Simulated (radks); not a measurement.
# Ionisation of Gd¹⁰⁺: one atom, several choices of exchange strength α

The task here is to estimate one member of a computed series from the others.

The numbers are computed with radks (a radial shooting solver on a logarithmic mesh, Libxc functionals) version 1 (Dirac Kohn-Sham, spin-unpolarised, spherical densities, point nucleus; open shells fill j = l - 1/2 first), except any that are marked as measured or tabulated.

### What is computed

```
element       : gadolinium (Z = 64)
charge        : +10
electrons     : 54
configuration : [Kr] 4d10 4f5 5s2 5p1
ion           : Gd¹¹⁺, [Kr] 4d10 4f5 5s2
choices       : α = 0.551; α = 0.585; α = 0.667; α = 0.812; α = 0.892; α = 1.015; α = 1.046
```

Set-up of the first run:

Input:

```text
Z 64
configuration [Kr] 4d10 4f5 5s2 5p1
relativity Dirac
functional xalpha 0.551
spin unpolarised
j_filling energy
nucleus point
c 137.035999084
```

Among the steps run: α = 0.551: Gd¹⁰⁺.

One of the session's tables, all rows but one given; the rest of the session is left out.

It belongs to the step «α = 0.551: Gd¹⁰⁺». Sizes of the orbitals, from the radial functions (bohr):

```
level     <r>  outermost maximum (interpolated)  90 % within  nodes
4p3/2  0.5917                             0.546        0.859      2
4d3/2  0.6220                             0.553        0.931      1
4d5/2  0.6317                             0.561        0.945      1
5s1/2   1.195                              1.13         1.68      4
5p1/2   1.269                              1.20         1.80      3
4f5/2  0.7262                             0.546         1.17      0
4f7/2       ?                                 ?            ?      ?
5p3/2   1.321                              1.25         1.86      3
```

Q: Estimate the row for 4f7/2 from the others.

As computed: <r>: 0.7314; outermost maximum (interpolated): 0.550; 90 % within: 1.18; nodes: 0. In the column «<r>» it lies between 4f5/2 (0.7262) and 5s1/2 (1.195).

To keep in mind: Spin polarisation and multiplet splitting are left out, so open shells lie too high by an amount that depends on their filling.
